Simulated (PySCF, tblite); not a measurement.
**C4H3F3O2Si: geometry, infrared bands and NMR shifts**

Aim: predict the infrared bands and NMR shifts of C4H3F3O2Si (`O[Si@]1(C(F)=C(F)F)C=CO1`).

The runs use tblite 0.8.0 and PySCF 2.14.0, with density-fitted response routines of our own; the level of theory stands in each step. All values are computed, except where a source is named. Atoms are numbered from 0 throughout.

### Step 1. Starting geometry

13 atoms, charge 0, multiplicity 1; geometry from: force field or distance geometry start.

Bonds of the start (Å): O0–Si1 1.70, Si1–C2 1.82, C2–F3 1.36, C2–C4 1.35, C4–F5 1.37, C4–F6 1.38, Si1–C7 1.82, C7–C8 1.29, C8–O9 1.36, O9–Si1 1.66, O0–H10 0.99, C7–H11 1.10, C8–H12 1.08.

### Step 2. Optimising the geometry with GFN2-xTB

Job settings and geometry (Å):

```
{"job": {"kind": "relax", "xc": "GFN2-xTB", "basis": "xTB"}, "charge": 0, "multiplicity": 1}
O      0.381600     1.420200     1.715900
Si     0.236500     0.443200     0.332800
C     -1.250800    -0.598200     0.218900
F     -1.279200    -1.820400     0.803900
C     -2.363300    -0.199800    -0.436400
F     -3.442600    -1.040700    -0.487500
F     -2.397100     1.029100    -1.062800
C      1.719300    -0.603300     0.165600
C      2.125900    -0.080500    -0.942400
O      1.100600     0.814600    -1.032700
H      0.073500     2.337300     1.487700
H      2.110500    -1.424000     0.791200
H      2.980800    -0.277000    -1.572000
```

Started as:

```bash
OMP_NUM_THREADS=1 python probes_run.py task.json out
```

This one command runs all jobs of the session in turn.

**Question.** This job is followed by: GFN2-xTB harmonic vibrations, gas phase; GIAO PBE0/pcSseg-1 NMR shielding, non-relativistic, gas phase. What will the session give for the following? strongest single infrared mode (GFN2-xTB); zero-point energy (GFN2-xTB); 13C shifts against TMS (PBE0/pcSseg-1); 1H shifts against TMS (PBE0/pcSseg-1); 17O shifts against H2O (PBE0/pcSseg-1); 29Si shifts against TMS (PBE0/pcSseg-1); 19F shifts against CFCl3 (PBE0/pcSseg-1); surface potential, 1st and 99th percentile.

As calculated:

| quantity | value |
| --- | --- |
| strongest single infrared mode (GFN2-xTB) | 1738 cm⁻¹, 319 km/mol |
| zero-point energy (GFN2-xTB) | 42.3 kcal/mol |
| 13C shifts against TMS (PBE0/pcSseg-1) | 176.1, 174.2, 132.2, 110.6 ppm |
| 1H shifts against TMS (PBE0/pcSseg-1) | 7.73, 4.96, 3.22 ppm |
| 17O shifts against H2O (PBE0/pcSseg-1) | 182.2, 58.5 ppm |
| 29Si shifts against TMS (PBE0/pcSseg-1) | -15.9 ppm |
| 19F shifts against CFCl3 (PBE0/pcSseg-1) | -74.2, -109.1, -225.3 ppm |
| surface potential, 1st and 99th percentile | -1.25 V and 2.70 V |

In words: Over 129 steps the energy fell by 1.727 eV; of the close pairs, O0–Si1 changed most, 1.700 to 1.608 Å. All 33 modes are real, so the xTB geometry is a minimum. The strongest single mode, at 1738 cm⁻¹, moves mainly C4 and C2. Unscaled tight-binding wavenumbers are off by several per cent, some by more. Its intensities can rank the bands wrongly. The most deshielded hydrogen is H12 (hydrogen on an alkene carbon bearing oxygen), at 7.73 ppm: olefinic region. At PBE0/pcSseg-1: The widest tensor belongs to C8: span 219 ppm, with a paramagnetic part of -244 ppm. By nearest atom (PBE0/pcSseg-1), the HOMO sits on C7 37 %; O9 31 % and the LUMO on C4, C8 about 16 % each; Si1 15 %.
